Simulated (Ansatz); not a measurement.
**CH₄InNO₂: one species, many methods**

How much do the methods differ for CH₄InNO₂? The plan is to run it at one geometry with functionals of several rungs and with coupled cluster. The yardstick is the atomisation energy at the CCSD(T) limit.

Method: functionals in def2-TZVPP, the program's frozen cores in correlated methods; program: Ansatz 0.2.0, Gaussian basis.

Levels to be run: LDA (SPW92), PBE-D4, revPBE-D4, BLYP-D4, r2SCAN-D4, B97M-V, PBE0-D4, B3LYP-D4, r2SCANh-D4, r2SCAN0-D4, HSE06-D4, BHLYP-D4, CAM-B3LYP-D4, LC-ωPBE, ωB97X-V, ωB97M-V, B2PLYP, PBE-QIDH; CCSD(T)/def2-SVP; CCSD(T)/def2-TZVPP; MP2/def2-QZVPP; extrapolation to the limit; RPA on PBE.

### 1 The geometry

The geometry comes from an earlier relaxation with PBE0-D4 in a triple-zeta def2 set; it is a stationary point, not always the lowest conformer. In takes the def2 core potential; no spin-orbit term is included.

SMILES `N=C(O)[O][InH2]`, 9 atoms, charge 0, spin multiplicity 1.

Atoms are counted from 1 here; the program's logs count them from 0.

Bond lengths: N1–C2 1.274 Å, N1–H6 1.013 Å, C2–O3 1.344 Å, C2–O4 1.316 Å, O3–H7 0.965 Å, O4–In5 2.022 Å, In5–H8 1.696 Å, In5–H9 1.702 Å. Angles: C2–N1–H6 112.5°, N1–C2–O3 119.0°, N1–C2–O4 131.2°, O3–C2–O4 109.8°, C2–O3–H7 105.2°, C2–O4–In5 126.7°, O4–In5–H8 106.7°, O4–In5–H9 114.0°, H8–In5–H9 139.3°.

As a file:

```mol
CH4InNO2
  3D, bonds by distance, orders not assigned

  9  8  0  0  0  0  0  0  0  0999 V2000
    0.8026    1.3512   -0.2514 N   0  0
    0.8386    0.1088   -0.5291 C   0  0
    1.8383   -0.3576   -1.2975 O   0  0
    0.0375   -0.8795   -0.1906 O   0  0
   -1.6397   -0.7466    0.9310 In  0  0
    0.0107    1.5947    0.3323 H   0  0
    2.3797    0.4140   -1.5039 H   0  0
   -2.2696   -2.3162    1.0514 H   0  0
   -1.9983    0.8312    1.4579 H   0  0
  1  2  8  0
  2  3  8  0
  2  4  8  0
  4  5  8  0
  1  6  8  0
  3  7  8  0
  5  8  8  0
  5  9  8  0
M  END
```

### 2 LDA

This LDA is Slater exchange with PW92 correlation.

Contents of in.yaml:

```yaml
crystal:
  periodic: [false, false, false]
  atoms:
    - {symbol: N, position_ang: [0.802624, 1.351224, -0.251414]}
    - {symbol: C, position_ang: [0.838628, 0.108800, -0.529072]}
    - {symbol: O, position_ang: [1.838335, -0.357584, -1.297517]}
    - {symbol: O, position_ang: [0.037535, -0.879529, -0.190553]}
    - {symbol: In, position_ang: [-1.639682, -0.746569, 0.930959]}
    - {symbol: H, position_ang: [0.010749, 1.594662, 0.332339]}
    - {symbol: H, position_ang: [2.379698, 0.413996, -1.503934]}
    - {symbol: H, position_ang: [-2.269646, -2.316229, 1.051357]}
    - {symbol: H, position_ang: [-1.998251, 0.831220, 1.457855]}
basis:
  gaussian: {orbitals: def2-TZVPP}
hamiltonian: {xc: lda}
output: {orbitals: {seedname: orbitals}}
```

Run with:

```
ansatz run in.yaml --threads 2 --pin off --events-out ev --progress --plain --max-ram 22528MiB --backend cpu
```

After this run come: PBE-D4 (GGA); revPBE-D4 (GGA); BLYP-D4 (GGA); r2SCAN-D4 (meta-GGA); B97M-V (meta-GGA); PBE0-D4 (hybrid); B3LYP-D4 (hybrid); r2SCANh-D4 (hybrid); r2SCAN0-D4 (hybrid); HSE06-D4 (hybrid); BHLYP-D4 (hybrid); CAM-B3LYP-D4 (range-separated); LC-ωPBE (range-separated); ωB97X-V (range-separated); ωB97M-V (range-separated); B2PLYP (double hybrid); PBE-QIDH (double hybrid); CCSD(T) in def2-SVP; CCSD(T) in def2-TZVPP; MP2 in def2-QZVPP; RPA on PBE orbitals.

Q: Predict the results of all the runs planned. Wanted: atomisation energy, CCSD(T)/CBS; farthest beyond LDA; mean size of error, GGA; mean size of error, meta-GGA; mean size of error, hybrid; mean size of error, range-separated; mean size of error, double hybrid; gap, smallest and largest; T1 diagnostic.

As calculated:

| quantity | value |
| --- | --- |
| atomisation energy, CCSD(T)/CBS | 3118.8 kJ/mol |
| functionals within 31.2 kJ/mol (1.0 %) | revPBE-D4, BLYP-D4, r2SCAN-D4, B97M-V, PBE0-D4, B3LYP-D4, HSE06-D4, CAM-B3LYP-D4, LC-ωPBE, ωB97X-V, ωB97M-V |
| farthest beyond LDA | BHLYP-D4 (-179.7 kJ/mol) |
| mean size of error, GGA | 42.6 kJ/mol |
| mean size of error, meta-GGA | 4.8 kJ/mol |
| mean size of error, hybrid | 59.4 kJ/mol |
| mean size of error, range-separated | 12.0 kJ/mol |
| mean size of error, double hybrid | 54.1 kJ/mol |
| gap, smallest and largest | 2.74 eV (BLYP-D4), 9.62 eV (LC-ωPBE) |
| T1 diagnostic | 0.0158 |
| triples share of the correlation energy | 3.8 % |

What this shows: The LDA atomisation energy is off by 607.3 kJ/mol (19 %): it overbinds. PBE-D4 is off by +105.1 kJ/mol. Double hybrids carry the basis error of their MP2 part in triple zeta, and no dispersion term here, so their miss is partly the set-up's. The rungs meta-GGA, range-separated miss on average by less than the doubt on the reference (31.2 kJ/mol), so they tie. Misses under about 31.2 kJ/mol are within the doubt on the reference itself, which lacks core-valence correlation, spin-orbit coupling and higher excitations, and its outer-core shells are covered unevenly. All levels share the lack of spin-orbit coupling, which lowers the free heavy atoms and so the true binding. Hartree-Fock recovers 63 % of the binding; the rest is correlation. CCSD(T) in def2-SVP is off by -231.1 kJ/mol, which most functionals beat. Orbital gaps span 2.7 to 9.6 eV; exact exchange widens them. Correlated methods include outer-core shells of In, which these sets cover unevenly.
